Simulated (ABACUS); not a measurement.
HPbNO4:

```
Pb O N H
1.0
     4.20407    0.00000    0.00000
     2.02172    3.83951    0.00000
     2.04686    1.27900    6.28131
Pb O N H
1 4 1 1
Direct
  0.14426 0.92872 0.88352
  0.83108 0.65056 0.78405
  0.38694 0.22380 0.11295
  0.31104 0.03576 0.45856
  0.07726 0.60633 0.32275
  0.25670 0.28861 0.30171
  0.89145 0.68202 0.62796
```

The cell was built by a generator and needn't be a form met in nature.

Base run:

- Program: ABACUS 3.10.1
- Functional: WC
- Potentials or basis: SG15 ONCV 1.2 PBE
- Cutoff: 1361 eV
- Density cutoff: 5442 eV
- Basis: DZP LCAO (the cutoffs set its grid)
- k mesh: 7 × 7 × 5
- Occupations: fermi-dirac, width 0.05 eV
- Spin: no spin polarisation

Its results: band gap on the k mesh 2.77 eV, indirect (least direct gap 2.80 eV); pressure 1.8 GPa; largest force 1.502 eV/Å.

Q: The run is repeated on the same cell with these changes: functional from WC to TPSS. What comes out?

A: Band gap on the k mesh 2.90 eV, indirect (least direct gap 2.92 eV); pressure 3.7 GPa; largest force 1.758 eV/Å.

TPSS gives the wider gap, since meta-GGAs in the generalised Kohn-Sham scheme recover part of the derivative discontinuity.

Caveats: the atomic orbitals were generated for these runs and aren't a published set; the potentials were made for another functional, which shifts forces and pressure; spin-orbit coupling is left out, which as a rule narrows the gap of such compounds by several tenths of an eV; an odd mesh through Γ misses points on the zone boundary, where band edges often lie; the basis of atomic orbitals isn't converged, which shifts pressures, moduli and gaps.
